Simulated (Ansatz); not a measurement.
**C₈H₁₆N₂OZr: up Jacob's ladder to CCSD(T)**

One table from this session's results is given with a row withheld; the runs are named, their logs left out.

Computed with Ansatz 0.2.0, Gaussian basis. Level: functionals in def2-TZVPP, the program's frozen cores in correlated methods.

The runs, in order: LDA (SPW92), PBE-D4, revPBE-D4, BLYP-D4, r2SCAN-D4, B97M-V, PBE0-D4, B3LYP-D4, r2SCANh-D4, r2SCAN0-D4, HSE06-D4, BHLYP-D4, CAM-B3LYP-D4, LC-ωPBE, ωB97X-V, ωB97M-V, B2PLYP, PBE-QIDH; CCSD(T)/def2-SVP; CCSD(T)/def2-TZVPP; MP2/def2-QZVPP; extrapolation to the limit; RPA on PBE.

### Structure used throughout

The geometry comes from an earlier relaxation with PBE0-D4 in a triple-zeta def2 set; it is a stationary point, not always the lowest conformer. Zr takes the def2 core potential; no spin-orbit term is included.

SMILES `C[O][Zr]1234([NH2])([N](C)C)[C@H]5[C@@H]1[C@@H]2[C@@H]3[C@H]54`, 28 atoms, charge 0, spin multiplicity 1.

Atoms are counted from 1 here; the program's logs count them from 0.

Bond lengths: C1–O2 1.384 Å, C1–H13 1.097 Å, C1–H14 1.097 Å, C1–H15 1.098 Å, O2–Zr3 1.935 Å, Zr3–N4 2.062 Å, Zr3–N5 2.053 Å, Zr3–C8 2.518 Å, Zr3–C9 2.520 Å, Zr3–C10 2.549 Å, Zr3–C11 2.578 Å, Zr3–C12 2.569 Å, N4–H16 1.008 Å, N4–H17 1.012 Å, N5–C6 1.440 Å, N5–C7 1.439 Å, C6–H18 1.101 Å, C6–H19 1.103 Å and more. Angles: O2–C1–H13 110.6°, O2–C1–H14 111.0°, O2–C1–H15 111.4°, H13–C1–H14 107.9°, H13–C1–H15 107.9°, H14–C1–H15 108.0°, C1–O2–Zr3 160.8°, O2–Zr3–N4 110.9°, O2–Zr3–N5 101.8°, O2–Zr3–C8 95.3°, O2–Zr3–C9 127.0°, O2–Zr3–C10 141.4°, O2–Zr3–C11 113.1°, O2–Zr3–C12 88.4°, N4–Zr3–N5 102.6°, N4–Zr3–C8 135.8°, N4–Zr3–C9 116.4°, N4–Zr3–C10 86.0° and more.

Set-up of the first run:

in.yaml

```yaml
crystal:
  periodic: [false, false, false]
  atoms:
    - {symbol: C, position_ang: [-1.446718, -1.489242, -2.669236]}
    - {symbol: O, position_ang: [-1.159680, -0.839625, -1.481854]}
    - {symbol: Zr, position_ang: [-0.288023, -0.375565, 0.182300]}
    - {symbol: N, position_ang: [-1.342639, -1.109090, 1.794752]}
    - {symbol: N, position_ang: [-0.644229, 1.642755, 0.293178]}
    - {symbol: C, position_ang: [-0.415012, 2.380556, 1.508050]}
    - {symbol: C, position_ang: [-0.906185, 2.509136, -0.826112]}
    - {symbol: C, position_ang: [2.054978, -0.624514, -0.706033]}
    - {symbol: C, position_ang: [2.173373, 0.029713, 0.541712]}
    - {symbol: C, position_ang: [1.804097, -0.887067, 1.545415]}
    - {symbol: C, position_ang: [1.470366, -2.110698, 0.920073]}
    - {symbol: C, position_ang: [1.635042, -1.950955, -0.467390]}
    - {symbol: H, position_ang: [-1.831942, -0.780872, -3.412488]}
    - {symbol: H, position_ang: [-2.206242, -2.265538, -2.517836]}
    - {symbol: H, position_ang: [-0.552225, -1.966679, -3.091110]}
    - {symbol: H, position_ang: [-1.087740, -1.798234, 2.484506]}
    - {symbol: H, position_ang: [-2.312169, -0.855557, 1.937083]}
    - {symbol: H, position_ang: [-1.279403, 3.013281, 1.762011]}
    - {symbol: H, position_ang: [0.461001, 3.045905, 1.434351]}
    - {symbol: H, position_ang: [-0.252641, 1.702111, 2.350377]}
    - {symbol: H, position_ang: [-1.097894, 1.925816, -1.729657]}
    - {symbol: H, position_ang: [-1.788832, 3.141461, -0.644293]}
    - {symbol: H, position_ang: [-0.063259, 3.188503, -1.033101]}
    - {symbol: H, position_ang: [2.252152, -0.185033, -1.673704]}
    - {symbol: H, position_ang: [2.476298, 1.055039, 0.694670]}
    - {symbol: H, position_ang: [1.770430, -0.687990, 2.606484]}
    - {symbol: H, position_ang: [1.136834, -3.008253, 1.419692]}
    - {symbol: H, position_ang: [1.440273, -2.699355, -1.221871]}
basis:
  gaussian: {orbitals: def2-TZVPP}
hamiltonian: {xc: lda}
output: {orbitals: {seedname: orbitals}}
```

Launch:

```bash
> ansatz run in.yaml --threads 11 --pin off --events-out ev --progress --plain --max-ram 174080MiB --backend cuda --devices 0, --max-vram 75GiB
```

Among the steps run: LDA; PBE-D4 (GGA); revPBE-D4 (GGA); BLYP-D4 (GGA); r2SCAN-D4 (meta-GGA); B97M-V (meta-GGA); PBE0-D4 (hybrid); B3LYP-D4 (hybrid); r2SCANh-D4 (hybrid); r2SCAN0-D4 (hybrid); HSE06-D4 (hybrid); BHLYP-D4 (hybrid); CAM-B3LYP-D4 (range-separated); LC-ωPBE (range-separated); ωB97X-V (range-separated); ωB97M-V (range-separated); B2PLYP (double hybrid); PBE-QIDH (double hybrid).

One of the session's tables, all rows but one given; the rest of the session is left out.

It belongs to the step «Orbital energies across the functionals». 

| functional | HOMO (eV) | gap (eV) |
| --- | --- | --- |
| LDA (SPW92) | -4.71 | 3.48 |
| PBE-D4 | -4.56 | 3.57 |
| revPBE-D4 | -4.49 | 3.61 |
| BLYP-D4 | ? | ? |
| r2SCAN-D4 | -4.75 | 3.96 |
| B97M-V | -4.87 | 4.04 |
| PBE0-D4 | -5.72 | 5.63 |
| B3LYP-D4 | -5.54 | 5.23 |
| r2SCANh-D4 | -5.20 | 4.73 |
| r2SCAN0-D4 | -5.88 | 5.90 |
| HSE06-D4 | -5.33 | 4.87 |
| BHLYP-D4 | -6.83 | 7.60 |
| CAM-B3LYP-D4 | -7.03 | 7.94 |
| LC-ωPBE | -8.30 | 10.24 |
| ωB97X-V | -8.00 | 9.76 |
| ωB97M-V | -7.93 | 9.15 |

Estimate the missing values for BLYP-D4.

Worked estimate for «HOMO (eV)». Against the share of exact exchange, B3LYP-D4 (0.2, -5.54), BHLYP-D4 (0.5, -6.83) give a slope of -4.30 per unit share; at 0 the line stands at -4.68.

**Answer.** HOMO (eV): -4.45; gap (eV): 3.59. In «HOMO (eV)» the line misses by -0.23.
